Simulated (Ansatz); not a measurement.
# CH6AlNOSi: a ladder of functionals and wavefunction methods

One table from this session's results is given with a row withheld; the runs are named, their logs left out.

Method: functionals in def2-TZVPP, the program's frozen cores in correlated methods; program: Ansatz 0.2.0, Gaussian basis.

The runs, in order: PBE-D4, r2SCAN-D4, PBE0-D4, B3LYP-D4, ωB97X-V, ωB97M-V, B2PLYP; CCSD(T)/def2-TZVPP; MP2/def2-QZVPP; extrapolation to the limit.

### Structure used throughout

All runs share one geometry, relaxed beforehand with PBE0-D4 in a triple-zeta def2 set.

11 atoms, charge 0, spin multiplicity 1.

Atoms are counted from 1 here; the program's logs count them from 0.

Bond lengths: N1–Si2 1.705 Å, N1–H6 1.007 Å, N1–H7 1.008 Å, Si2–Al3 2.440 Å, Si2–C4 1.813 Å, Si2–O5 1.678 Å, Al3–H8 1.585 Å, Al3–H9 1.590 Å, C4–O5 1.472 Å, C4–H10 1.091 Å, C4–H11 1.088 Å. Angles: Si2–N1–H6 121.0°, Si2–N1–H7 122.7°, H6–N1–H7 112.0°, N1–Si2–Al3 113.9°, N1–Si2–C4 119.2°, N1–Si2–O5 120.4°, Al3–Si2–C4 123.6°, Al3–Si2–O5 114.4°, C4–Si2–O5 49.7°, Si2–Al3–H8 119.3°, Si2–Al3–H9 120.7°, H8–Al3–H9 120.0°, Si2–C4–O5 60.4°, Si2–C4–H10 120.4°, Si2–C4–H11 124.3°, O5–C4–H10 112.4°, O5–C4–H11 113.4°, H10–C4–H11 112.7° and more.

As a file:

```xyz
11
CH6AlNOSi
N    -1.2819    1.3093    0.0240
Si    0.0063    0.1952   -0.0507
Al   -0.0477   -1.5000    1.7039
C     0.9217    0.0039   -1.6045
O     1.5475    0.7074   -0.4732
H    -1.7019    1.5588    0.9040
H    -1.4322    2.0151   -0.6794
H     0.7983   -2.8285    1.5248
H    -0.9184   -1.2837    3.0165
H     0.7222    0.6662   -2.4476
H     1.4515   -0.9008   -1.8972
```

The first run:

The input, in.yaml:

```yaml
crystal:
  periodic: [false, false, false]
  atoms:
    - {symbol: N, position_ang: [-1.281925, 1.309265, 0.023993]}
    - {symbol: Si, position_ang: [0.006313, 0.195193, -0.050738]}
    - {symbol: Al, position_ang: [-0.047692, -1.499951, 1.703900]}
    - {symbol: C, position_ang: [0.921705, 0.003903, -1.604484]}
    - {symbol: O, position_ang: [1.547473, 0.707365, -0.473172]}
    - {symbol: H, position_ang: [-1.701902, 1.558817, 0.903991]}
    - {symbol: H, position_ang: [-1.432209, 2.015062, -0.679356]}
    - {symbol: H, position_ang: [0.798298, -2.828484, 1.524847]}
    - {symbol: H, position_ang: [-0.918395, -1.283664, 3.016458]}
    - {symbol: H, position_ang: [0.722247, 0.666245, -2.447632]}
    - {symbol: H, position_ang: [1.451489, -0.900750, -1.897208]}
basis:
  gaussian: {orbitals: def2-TZVPP}
hamiltonian: {xc: pbe, dispersion: d4}
output: {forces: true, orbitals: {seedname: orbitals}}
```

Run with:

```console
$ ansatz run in.yaml --threads 4 --pin off --events-out ev --progress --plain --max-ram 10444MiB
```

Among the steps run: PBE-D4 (GGA); r2SCAN-D4 (meta-GGA); PBE0-D4 (hybrid); B3LYP-D4 (hybrid); ωB97X-V (range-separated); ωB97M-V (range-separated); B2PLYP (double hybrid); CCSD(T) in def2-TZVPP; MP2 in def2-QZVPP.

One table of the session follows, with a row left open; its other results are not shown here.

| method | atomisation energy (kcal/mol) |
| --- | --- |
| PBE-D4 | 904.2 |
| r2SCAN-D4 | 890.0 |
| PBE0-D4 | 884.8 |
| B3LYP-D4 | 887.5 |
| ωB97X-V | ? |
| ωB97M-V | 891.4 |
| B2PLYP | 876.7 |
| HF/def2-TZVPP | 613.9 |
| MP2/def2-TZVPP | 875.2 |
| CCSD/def2-TZVPP | 845.8 |
| CCSD(T)/def2-TZVPP | 860.8 |
| MP2/CBS | 904.2 |
| CCSD(T)/CBS | 889.9 |

**Question.** Estimate the row for ωB97X-V.

The run gave: atomisation energy (kcal/mol): 895.0. In the column «atomisation energy (kcal/mol)» it lies between ωB97M-V (891.4) and PBE-D4 (904.2).

Limits of these values: Free atoms (1 N, 1 Si, 1 Al, 1 C, 1 O, 6 H) were run apart at each level; the atomisation energy is their sum less the molecule, without zero-point or spin-orbit terms.
